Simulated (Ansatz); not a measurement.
# C2H7ClSi2: the cost of one run

Program: Ansatz 0.2.0. Level of theory: RKS BLYP/STO-3G. These are calculated values, not measurements.

### 1 The starting structure

Bond lengths: Si1–C2 1.803 Å, C2–Si3 1.826 Å, C2–C4 1.379 Å, C4–Cl5 1.750 Å, Si1–H6 1.502 Å, Si1–H7 1.523 Å, Si1–H8 1.426 Å, Si3–H9 1.538 Å, Si3–H10 1.508 Å, Si3–H11 1.467 Å, C4–H12 1.028 Å. Angles (14 of 18 angles, heavy atoms first): Si1–C2–Si3 107.1°, Si1–C2–C4 133.1°, Si3–C2–C4 119.8°, C2–C4–Cl5 121.4°, C2–Si1–H6 110.7°, C2–Si1–H7 109.5°, C2–Si1–H8 113.3°, C2–Si3–H9 111.3°, C2–Si3–H10 109.6°, C2–Si3–H11 112.3°, C2–C4–H12 126.8°, Cl5–C4–H12 111.8°, H6–Si1–H7 104.8°, H6–Si1–H8 110.8°.

Coordinates:

```xyz
12

Si   -1.5517   -0.0747    0.3843
C     0.1028    0.2707   -0.2444
Si    1.2133   -1.0073    0.4385
C     0.6135    1.2585   -1.0591
Cl   -0.4182    2.4854   -1.7619
H    -1.7466    0.5496    1.7359
H    -2.5854    0.5983   -0.5086
H    -1.8636   -1.4655    0.4186
H     1.1710   -1.0199    1.9756
H     2.6421   -0.6741    0.0889
H     0.9081   -2.3450   -0.0797
H     1.5916    1.3687   -1.3540
```

### 2 Preparing the start

input.yaml reads:

```yaml
crystal:
  periodic: [false, false, false]
  atoms:
    - { symbol: Si, position_ang: [-1.5517, -0.0747, 0.3843] }
    - { symbol: C, position_ang: [0.1028, 0.2707, -0.2444] }
    - { symbol: Si, position_ang: [1.2133, -1.0073, 0.4385] }
    - { symbol: C, position_ang: [0.6135, 1.2585, -1.0591] }
    - { symbol: Cl, position_ang: [-0.4182, 2.4854, -1.7619] }
    - { symbol: H, position_ang: [-1.7466, 0.5496, 1.7359] }
    - { symbol: H, position_ang: [-2.5854, 0.5983, -0.5086] }
    - { symbol: H, position_ang: [-1.8636, -1.4655, 0.4186] }
    - { symbol: H, position_ang: [1.171, -1.0199, 1.9756] }
    - { symbol: H, position_ang: [2.6421, -0.6741, 0.0889] }
    - { symbol: H, position_ang: [0.9081, -2.345, -0.0797] }
    - { symbol: H, position_ang: [1.5916, 1.3687, -1.354] }
basis:
  gaussian: { orbitals: STO-3G }
hamiltonian:
  xc: blyp
relax:
  f_tol: 0.02
  max_steps: 40
scf:
  lower_state_search: "off"
output:
  orbitals: {}
```

On the command line:

```
$ ansatz run input.yaml --threads 1 --pin off --max-ram 2048MiB --backend cpu --events-out ev --progress --plain --runs-dir out
```

Q: Estimate wall time and peak memory on 1 thread of an x86-64 CPU, shared host.

About 1.8 min, with a peak of 0.13 GiB.
